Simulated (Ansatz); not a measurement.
# Mg: an axial (c/a) deformation path

One table from this session's results is given with a row withheld; the runs are named, their logs left out.

Method: DFT PBEsol, scalar-relativistic, plane waves, PAW, in Ansatz 0.2.0.

## The starting structure

The structure is hexagonal, space group P6_3/mmc (No. 194). The conventional cell has a = 3.209 Å, b = 3.209 Å, c = 5.210 Å, α = 90.00°, β = 90.00°, γ = 120.00°. Mg (site symmetry -6m2) has 12 Mg at 3.20 to 3.21 Å in its first shell of neighbours.

Coordinates:

```
CELL_PARAMETERS angstrom
3.20927 0.00000 0.00000
-1.60464 2.77931 0.00000
0.00000 0.00000 5.21033
ATOMIC_POSITIONS crystal
Mg 0.33333 0.66667 0.25000
Mg 0.66667 0.33333 0.75000
```

The cell is taken as given, not relaxed at this level.

The first run:

File input.yaml:

```yaml
crystal:
  lattice:
    - [3.2092715325, 0.0, 0.0]
    - [-1.6046357662, 2.7793106748, 0.0]
    - [0.0, 0.0, 5.21033]
  atoms:
    - { symbol: Mg, position: [0.3333333333, 0.6666666667, 0.25] }
    - { symbol: Mg, position: [0.6666666667, 0.3333333333, 0.75] }
basis:
  ecutwfc: 420
kpoints:
  mp_grid: { grid: [18, 18, 10] }
hamiltonian:
  xc: pbesol
scf:
  occupations: { method: gaussian, width: 0.15 }
output:
  forces: true
  stress: true
  eigenvalues: true
  write_density: true
  write_potential: true
  elf: true
  volumetric_format: npy
```

On the command line:

```
> ansatz run input.yaml --threads 1 --pin off --max-ram 2560MiB --backend cpu --events-out ev --progress --plain --runs-dir out
```

Among the steps run: Zero of the scan; At ρ = 0.850; Point ρ = 1.200; At ρ = 0.920; At ρ = 1.100; At ρ = 0.960; ρ = 1.050; ρ = 0.800; At ρ = 1.300.

One table of the session follows, with a row left open; its other results are not shown here.

It belongs to the step «The scan collected». Collected from the runs (energy zero: the undisturbed cell):

```
    ρ  ΔE (meV/atom)  pressure (GPa)
0.800          101.2             0.4
0.850           56.0            -0.2
0.920           13.9            -0.8
0.960            2.6            -1.1
1.000            0.0            -1.1
1.050              ?               ?
1.100           20.6            -0.7
1.200           69.2             0.4
1.300          151.0             2.2
```

**Question.** Estimate the row for ρ = 1.050.

Worked estimate for «ΔE (meV/atom)». A straight line through the neighbours (1.000, 0.0) and (1.100, 20.6) gives 0.0 + (20.6 − 0.0) × (1.050 − 1.000) / (1.100 − 1.000) = 10.3; a parabola fitted to 4 rows on both sides gives 6.7.

As computed: ΔE (meV/atom): 5.7; pressure (GPa): -1.0. In «ΔE (meV/atom)» the line misses by +4.6 and the parabola by +1.0.
